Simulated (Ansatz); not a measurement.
# CH₅Cl₂NbO₃: basis-set convergence

Aim: see how fast density functionals converge with the basis set for CH₅Cl₂NbO₃.

Method: one geometry, several basis sets; program: Ansatz 0.2.0, Gaussian basis.

Plan: PBE0-D4/def2-SVP; ωB97M-V/def2-SVP; PBE0-D4/def2-QZVPP; ωB97M-V/def2-QZVPP; the functionals' def2-TZVPP values are taken from earlier runs.

1 further run of the same task is left out (set aside as unsound or not needed).

## (1) Structure used throughout

The geometry comes from an earlier relaxation with PBE0-D4 in a triple-zeta def2 set; it is a stationary point, not always the lowest conformer. Nb takes the def2 core potential; no spin-orbit term is included.

SMILES `C[O][Nb]([OH])([OH])([Cl])[Cl]`, 12 atoms, charge 0, spin multiplicity 1.

Atoms are counted from 1 here; the program's logs count them from 0.

Bond lengths: C1–O2 1.391 Å, C1–H8 1.094 Å, C1–H9 1.093 Å, C1–H10 1.094 Å, O2–Nb3 1.865 Å, Nb3–O4 1.873 Å, Nb3–O5 1.880 Å, Nb3–Cl6 2.305 Å, Nb3–Cl7 2.371 Å, O4–H11 0.962 Å, O5–H12 0.958 Å. Angles: O2–C1–H8 109.7°, O2–C1–H9 109.7°, O2–C1–H10 109.5°, H8–C1–H9 109.4°, H8–C1–H10 109.4°, H9–C1–H10 109.1°, C1–O2–Nb3 152.4°, O2–Nb3–O4 95.1°, O2–Nb3–O5 165.6°, O2–Nb3–Cl6 92.4°, O2–Nb3–Cl7 82.7°, O4–Nb3–O5 94.5°, O4–Nb3–Cl6 113.7°, O4–Nb3–Cl7 120.5°, O5–Nb3–Cl6 93.5°, O5–Nb3–Cl7 83.2°, Cl6–Nb3–Cl7 125.8°, Nb3–O4–H11 120.7° and more.

## (2) PBE0-D4 in def2-SVP

The input, in.yaml:

```yaml
crystal:
  periodic: [false, false, false]
  atoms:
    - {symbol: C, position_ang: [0.659693, -1.034116, 1.784276]}
    - {symbol: O, position_ang: [-0.145424, -0.463994, 0.803344]}
    - {symbol: Nb, position_ang: [-0.409419, 0.603079, -0.703296]}
    - {symbol: O, position_ang: [-1.544796, -0.609703, -1.569220]}
    - {symbol: O, position_ang: [-0.206713, 1.713247, -2.206332]}
    - {symbol: Cl, position_ang: [-1.524403, 2.213686, 0.511000]}
    - {symbol: Cl, position_ang: [1.944601, 0.393394, -0.892895]}
    - {symbol: H, position_ang: [1.709380, -0.975143, 1.480160]}
    - {symbol: H, position_ang: [0.380597, -2.081729, 1.926643]}
    - {symbol: H, position_ang: [0.523761, -0.496162, 2.726795]}
    - {symbol: H, position_ang: [-1.829388, -1.416060, -1.128257]}
    - {symbol: H, position_ang: [0.519112, 2.098501, -2.698020]}
basis:
  gaussian: {orbitals: def2-SVP}
hamiltonian: {xc: pbe0, dispersion: d4}
output: {orbitals: {seedname: orbitals}}
```

The runs that follow: ωB97M-V in def2-SVP; PBE0-D4 in def2-QZVPP; ωB97M-V in def2-QZVPP.

Before running them: what should the planned runs give, taken together? Wanted: PBE0-D4: double and triple zeta above quadruple; ωB97M-V: double and triple zeta above quadruple.

The runs gave:

| quantity | value |
| --- | --- |
| PBE0-D4: double and triple zeta above quadruple | 18.96, 1.24 eV |
| ωB97M-V: double and triple zeta above quadruple | 19.04, 1.19 eV |

For PBE0-D4 the step from double to triple zeta gains 17.72 eV and the next only 1.24 eV. These are total energies; as a rule much of such shifts cancels in differences, which this series doesn't test.
